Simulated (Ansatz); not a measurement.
This script makes a comparison of norm-conserving and PAW potentials of SrCa3, space group Fm-3m with the Ansatz DFT code, driven from Python.

`nc_paw_srca3.py`:
```python
'''Norm-conserving against PAW potentials for SrCa3.'''

import ansatz as az
import numpy as np
from pymatgen.core import Lattice, Structure
from pymatgen.io.ase import AseAtomsAdaptor


def count_gap(report):
    # lowest empty less highest filled band, counting bands; zero where they overlap
    return max(report.get('gap_by_band_count_ev') or 0.0, 0.0)


def main() -> None:
    pmg_structure = Structure(
        Lattice([[0.0, 4.517876, 4.517876], [4.517876, 0.0, 4.517876], [4.517876, 4.517876, 0.0]]),
        ['Sr', 'Ca', 'Ca', 'Ca'],
        [
            [0.0, 0.0, 0.0],
            [0.25, 0.25, 0.25],
            [0.75, 0.75, 0.75],
            [0.5, 0.5, 0.5],
        ],
    )
    structure = az.Crystal.from_ase(AseAtomsAdaptor.get_atoms(pmg_structure))

    calculation = (
        structure.calculation()
        .functional('lda')
        .kpoints(4, 4, 4, center='gamma')
        .occupations(az.OccupationsMethod.FERMI_DIRAC, width=0.1)
        .stress()
        .forces()
        .band_table()
    )
    variants = {
        'PAW': calculation.pseudopotentials('paw'),
        'norm-conserving': calculation.pseudopotentials('nc'),
    }
    # totals differ by the cores that each treatment holds, so compare what does not depend on them
    rows = []
    for label, variant in variants.items():
        report = variant.run().report
        levels = np.array(report['eigenvalues_ev'][0]) - report['fermi_energy_ev']
        print(label, 'levels at the first k-point near E_F:', np.round(levels[np.abs(levels) < 5], 3))
        rows.append((label, report['n_electrons'], np.trace(report['stress_gpa']) / 3, count_gap(report)))
    print('     treatment  electrons in bands           P GPa  gap by band count eV')
    for row in rows:
        print(f'{str(row[0]):>14s}  {row[1]:18.1f}  {row[2]:14.3f}  {row[3]:20.3f}')


if __name__ == '__main__':
    main()
```

How well do the two treatments of the cores agree on the pressure?

PAW gives -1.942 GPa and norm-conserving -1.949 GPa, 0.007 GPa apart. They took 2.1 and 8.4 s of processor time.

The output:

Output of `python nc_paw_srca3.py`:
```text
DeckWarning: basis.ecutwfc = 420 eV, auto-derived from the records' recommended cutoffs: set by Sr (normal level)
PAW levels at the first k-point near E_F: [-3.9    0.011  0.011  0.221  0.221  0.221  0.459  0.459  0.459  2.141
  2.141  2.141]
DeckWarning: basis.ecutwfc = 979.609905 eV, auto-derived from the records' recommended cutoffs: set by Ca (normal level)
norm-conserving levels at the first k-point near E_F: [-3.9    0.01   0.01   0.221  0.221  0.221  0.457  0.457  0.457  2.139
  2.139  2.139]
     treatment  electrons in bands           P GPa  gap by band count eV
           PAW                40.0          -1.942                 0.000
norm-conserving                40.0          -1.949                 0.000
```
(Warnings from the package without file and line.)

Caveats:
- The computed bands are complete only to about 1.2 eV above the Fermi level.
- The mesh is modest for a metal, so energies can be off by several to tens of meV an atom and pressures by half a GPa or more; differences at equal mesh fare better.
- A gap by band count of zero or less means overlapping bands, a metal.
- This cell is a computed structure, which may not be the phase found in nature.
- Gaps and levels are Kohn-Sham values on a finite set of k-points, without spin-orbit coupling.
- Stress is positive in compression.
- Hardware and time: 11 s on 1 thread of Arm Neoverse V2, with other jobs on the host, peak memory 0.67 GiB.

(A comment or docstring line of the script was reworded after the run, the code is as it ran; lines on the test bed's own set-up are left out of the output.)
